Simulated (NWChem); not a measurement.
# One shape, several levels: C2H4ClNOSi (SMILES C[SiH](Cl)N=C=O)

Wanted: a comparison of 3 runs (HF/STO-3G, HF/3-21G, B3LYP/6-31G*) of C2H4ClNOSi. 

The calculation is run with NWChem 7.3.0.

## Step 1: The structure to begin with

C2H4ClNOSi has 10 atoms, charge 0, and is taken as a singlet. As SMILES, `C[SiH](Cl)N=C=O`. The shape is that of a PBE0-D4/def2-TZVP optimisation. This is one conformer, not always the lowest.

Bond lengths: C1–Si2 1.845 Å, Si2–Cl3 2.055 Å, Si2–N4 1.707 Å, N4–C5 1.196 Å, C5–O6 1.162 Å, C1–H7 1.092 Å, C1–H8 1.093 Å, C1–H9 1.092 Å, Si2–H10 1.478 Å. Some angles: C1–Si2–Cl3 109.8°, C1–Si2–N4 109.6°, Cl3–Si2–N4 109.0°, Si2–N4–C5 155.4°, N4–C5–O6 177.4°, C1–Si2–H10 113.1°, Cl3–Si2–H10 107.2°, N4–Si2–H10 108.0°, Si2–C1–H7 110.6°, Si2–C1–H8 110.1°.

## Step 2: Energy and forces at HF/STO-3G (run 1)

mymol.nw

```
start mymol
title "C2H4ClNOSi hf"
memory 2200 mb

geometry noautosym nocenter noautoz
C        0.096200      -1.622600      -0.048100
Si       0.688700       0.125000      -0.063600
Cl       1.227500       0.660700      -1.972500
N       -0.561600       1.157100       0.470700
C       -1.236300       2.145100       0.458600
O       -1.919600       3.084900       0.486100
H       -0.761800      -1.742400      -0.712700
H       -0.204400      -1.908500       0.963100
H        0.888600      -2.296900      -0.379700
H        1.866000       0.346500       0.801400
end

basis spherical bse
* library STO-3G
end

scf
thresh 1e-08
maxiter 80
print low
end

task scf gradient
```

Run with:

```sh
$ nwchem mymol.nw > mymol.out
```

Standard output:

```text
[...]
  functions       =    42
[...]
  wavefunction    = RHF
[...]
         Total SCF energy =   -944.985935591706
      One-electron energy =  -1965.932794827802
      Two-electron energy =    690.153893698665
 Nuclear repulsion energy =    330.792965537430
        Time for solution =      6.3s
[...]
                         RHF ENERGY GRADIENTS
    atom               coordinates                        gradient
                 x          y          z           x          y          z
   1 C       0.181792  -3.066269  -0.090896    0.002751   0.009648   0.001232
   2 Si      1.301454   0.236216  -0.120187   -0.010118  -0.010333  -0.040228
   3 Cl      2.319639   1.248542  -3.727485   -0.004747  -0.004738   0.017528
   4 N      -1.061270   2.186602   0.889494   -0.011702   0.014099   0.002449
   5 C      -2.336268   4.053651   0.866628   -0.037558   0.046451   0.005595
   6 O      -3.627518   5.829616   0.918596    0.041919  -0.055110  -0.003663
   7 H      -1.439593  -3.292659  -1.346808   -0.006812   0.000971  -0.005932
   8 H      -0.386260  -3.606542   1.819995   -0.002372  -0.001608   0.009005
   9 H       1.679211  -4.340512  -0.717529    0.007355  -0.004127  -0.002922
  10 H       3.526229   0.654790   1.514426    0.021284   0.004748   0.016937
[...]
```

Wall time 9 s (1 thread of Intel Xeon Platinum 8259CL at 2.50GHz (Skylake/Cascade Lake), shared host); peak memory 0.1 GiB.

## Step 3: Energy and gradient at HF/3-21G (run 2)

c2h4clnosi.xyz

```xyz
10
C2H4ClNOSi
C      0.096200    -1.622600    -0.048100
Si     0.688700     0.125000    -0.063600
Cl     1.227500     0.660700    -1.972500
N     -0.561600     1.157100     0.470700
C     -1.236300     2.145100     0.458600
O     -1.919600     3.084900     0.486100
H     -0.761800    -1.742400    -0.712700
H     -0.204400    -1.908500     0.963100
H      0.888600    -2.296900    -0.379700
H      1.866000     0.346500     0.801400
```

c2h4clnosi.nw

```
START c2h4clnosi
TITLE "C2H4ClNOSi"
memory stack 880 mb heap 220 mb global 1100 mb

GEOMETRY noautosym nocenter noautoz
load c2h4clnosi.xyz
END

BASIS spherical bse
* library 3-21G
END

SCF
thresh 1e-08
maxiter 80
noprint "final vectors analysis"
END

TASK scf gradient
```

Run with:

```sh
$ nwchem c2h4clnosi.nw > c2h4clnosi.out
```

Standard output:

```text
[...]
  functions       =    70
[...]
  wavefunction    = RHF
[...]
         Total SCF energy =   -951.025183275756
      One-electron energy =  -1969.407102135005
      Two-electron energy =    687.588953321820
 Nuclear repulsion energy =    330.792965537430
        Time for solution =      6.7s
[...]
                         RHF ENERGY GRADIENTS
    atom               coordinates                        gradient
                 x          y          z           x          y          z
   1 C       0.181792  -3.066269  -0.090896    0.003703   0.018033   0.001864
   2 Si      1.301454   0.236216  -0.120187   -0.001756   0.008174  -0.047223
   3 Cl      2.319639   1.248542  -3.727485   -0.012298  -0.011817   0.042629
   4 N      -1.061270   2.186602   0.889494    0.018935  -0.036127   0.006311
   5 C      -2.336268   4.053651   0.866628   -0.011894   0.026015  -0.006143
   6 O      -3.627518   5.829616   0.918596    0.002680  -0.003966  -0.000059
   7 H      -1.439593  -3.292659  -1.346808   -0.003739   0.001297  -0.003659
   8 H      -0.386260  -3.606542   1.819995   -0.001047  -0.000839   0.005441
   9 H       1.679211  -4.340512  -0.717529    0.004998  -0.001170  -0.001697
  10 H       3.526229   0.654790   1.514426    0.000419   0.000400   0.002536
[...]
```

It took 10 s on 1 thread of Intel Xeon Platinum 8259CL at 2.50GHz (Skylake/Cascade Lake), shared host; peak memory 0.099 GiB.

## Step 4: Energy and forces at B3LYP/6-31G(d) (Cartesian functions) (run 3)

run.py

```python
from ase import Atoms
from ase.calculators.nwchem import NWChem

system = Atoms('CSiClNCOHHHH', positions=[
    [0.096200, -1.622600, -0.048100],
    [0.688700, 0.125000, -0.063600],
    [1.227500, 0.660700, -1.972500],
    [-0.561600, 1.157100, 0.470700],
    [-1.236300, 2.145100, 0.458600],
    [-1.919600, 3.084900, 0.486100],
    [-0.761800, -1.742400, -0.712700],
    [-0.204400, -1.908500, 0.963100],
    [0.888600, -2.296900, -0.379700],
    [1.866000, 0.346500, 0.801400],
])

calc = NWChem(
    label='sp',
    theory='dft',
    memory='2200 mb',
    basis='6-31G*',
    dft={'xc': 'b3lyp', 'mult': '1', 'grid': 'fine', 'convergence': 'energy 1e-08', 'iterations': '100', 'mulliken': None},
)
system.calc = calc

forces = system.get_forces()
print(f"energy = {system.get_potential_energy():.6f} eV")
print("forces (eV/A):")
for s, f in zip(system.symbols, forces):
    print(f"{s:2s} {f[0]:10.5f} {f[1]:10.5f} {f[2]:10.5f}")
print("dipole (e A):", system.get_dipole_moment().round(4))
```

Run with:

```sh
$ export ASE_NWCHEM_COMMAND="nwchem PREFIX.nwi > PREFIX.nwo"
$ python run.py
```

Standard output:

```text
energy = -26079.189921 eV
forces (eV/A):
C    -0.02859   -0.15745   -0.00324
Si    0.19324   -0.03281    0.37687
Cl    0.16933    0.12953   -0.50311
N     0.36823   -0.60406    0.06603
C     0.17154   -0.21710   -0.00201
O    -0.82666    1.11195    0.04793
H    -0.08711   -0.05672   -0.05070
H    -0.03913   -0.06011    0.08387
H     0.05086   -0.10963   -0.02623
H     0.02828   -0.00355    0.01054
dipole (e A): [ 0.0853 -0.4926  0.2199]
```

The calculator wrote sp.nwi:

```
title "sp"

permanent_dir sp

scratch_dir sp

start sp

geometry units angstrom nocenter noautosym noautoz
  C  9.6199999999999994e-02 -1.6226000000000000e+00 -4.8099999999999997e-02
  Si 6.8869999999999998e-01 1.2500000000000000e-01 -6.3600000000000004e-02
  Cl 1.2275000000000000e+00 6.6069999999999995e-01 -1.9724999999999999e+00
  N  -5.6159999999999999e-01 1.1571000000000000e+00 4.7070000000000001e-01
  C  -1.2363000000000000e+00 2.1450999999999998e+00 4.5860000000000001e-01
  O  -1.9196000000000000e+00 3.0849000000000002e+00 4.8609999999999998e-01
  H  -7.6180000000000003e-01 -1.7423999999999999e+00 -7.1270000000000000e-01
  H  -2.0440000000000000e-01 -1.9085000000000001e+00 9.6309999999999996e-01
  H  8.8859999999999995e-01 -2.2968999999999999e+00 -3.7969999999999998e-01
  H  1.8660000000000001e+00 3.4649999999999997e-01 8.0140000000000000e-01
end

memory 2200 mb

basis noprint
   * library 6-31G*
end

dft
  xc b3lyp
  mult 1
  grid fine
  convergence energy 1e-08
  iterations 100
  mulliken
end

task dft gradient
```

sp.nwo, shortened:

```text
[...]
         Total DFT energy =     -958.392560294261
[...]
  wavefunction    = closed shell
                         DFT ENERGY GRADIENTS
    atom               coordinates                        gradient
                 x          y          z           x          y          z
   1 C       0.181792  -3.066269  -0.090896    0.000556   0.003062   0.000063
   2 Si      1.301454   0.236216  -0.120187   -0.003758   0.000638  -0.007329
   3 Cl      2.319639   1.248542  -3.727485   -0.003293  -0.002519   0.009784
[... 6 lines of this table left out ...]
  10 H       3.526229   0.654790   1.514426   -0.000550   0.000069  -0.000205
[...]
```

Run time: 61 s. Hardware: 1 thread of Intel Xeon Platinum 8259CL at 2.50GHz (Skylake/Cascade Lake), shared host; peak memory 0.13 GiB.

## Step 5: The series

| run | level | Cartesian functions | iteration cap | energy (Eh) | largest force (eV/Å) | wall time |
| --- | --- | --- | --- | --- | --- | --- |
| 1 | HF/STO-3G | no | 80 | -944.985936 | 3.565 | 9 s |
| 2 | HF/3-21G | no | 80 | -951.025183 | 2.466 | 10 s |
| 3 | B3LYP/6-31G* (Cartesian functions) | yes | 100 | -958.392560 | 1.386 | 61 s |

## Step 6: Summary of results

| quantity | value |
| --- | --- |
| run 3: total energy | -958.39256 Eh |
| run 3: dipole moment | 2.62 D |
| run 3: HOMO energy | -8.28 eV |
| run 3: LUMO energy | 0.03 eV |
| run 3: HOMO–LUMO gap | 8.30 eV |
| run 3: largest force on an atom | 1.386 eV/Å |

**Reading.** In run 1 the basis is minimal, so the values are rough. All runs together took 80 s, the longest 61 s.
